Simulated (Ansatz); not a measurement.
## F3H2Si2, SMILES F[Si](F)(F)[SiH2]: vertical spin-state energies, step by step

With Ansatz's Python interface.

Typed at the interpreter:
```pycon
>>> import ansatz as az
>>> geometry_ang = [
...     ("F", (0.5928, -1.1601, 1.7964)),
...     ("Si", (0.3489, -0.8437, 0.214)),
...     ("F", (-0.8422, -1.7981, -0.3495)),
...     ("F", (1.797, -1.202, -0.5373)),
...     ("Si", (-0.1664, 1.3613, -0.1607)),
...     ("H", (-1.3963, 1.8394, 0.5718)),
...     ("H", (-0.2725, 1.735, -1.5804)),
... ]
>>> f3h2si2 = az.Crystal.molecule()
>>> for symbol, xyz in geometry_ang:
...     f3h2si2 = f3h2si2.atom(symbol, xyz)
...
>>> calculation = (
...     f3h2si2.calculation()
...     .basis(gaussian="def2-TZVP")
...     .functional("HF")
...     .scf(lower_state_search="light")
... )
>>> found = {}
>>> for unpaired in [1, 3]:
...     r = calculation.spin("collinear", total=unpaired).run(threads=1).report
...     s = unpaired / 2
...     found[unpaired] = r["free_energy_ev"]
...     print(f"2S+1 = {unpaired + 1}: E = {found[unpaired]:.5f} eV, <S^2> = {abs(r['mean_field']['state']['spin_squared']):.3f} (pure state {s * (s + 1):.2f})")
...
2S+1 = 2: E = -23882.54786 eV, <S^2> = 0.759 (pure state 0.75)
2S+1 = 4: E = -23876.01985 eV, <S^2> = 3.759 (pure state 3.75)
>>> lowest = min(found, key=found.get)
>>> for unpaired, e in found.items():
...     print(f"multiplicity {unpaired + 1}: {(e - found[lowest]):.3f} eV above the lowest")
...
multiplicity 2: 0.000 eV above the lowest
multiplicity 4: 6.528 eV above the lowest
```

In order: multiplicity 2 (+0.00 eV) and multiplicity 4 (+6.53 eV), all at the one geometry.

These settings explore the input space; basis and method may be short of convergence. The geometry is a force-field or estimated start, not a minimum of this method, and the basis set is short of its limit. All parts are taken at fixed geometry, without zero-point energy. The species is open-shell (spin multiplicity 2). Hartree-Fock leaves correlation out, so it favours high-spin states too much. The whole script took 27 s on 1 thread of Intel(R) Xeon(R) 6975P-C (Granite Rapids) (shared host), peak memory 0.75 GiB.

(Lines on the test bed's own set-up are left out of the output.)
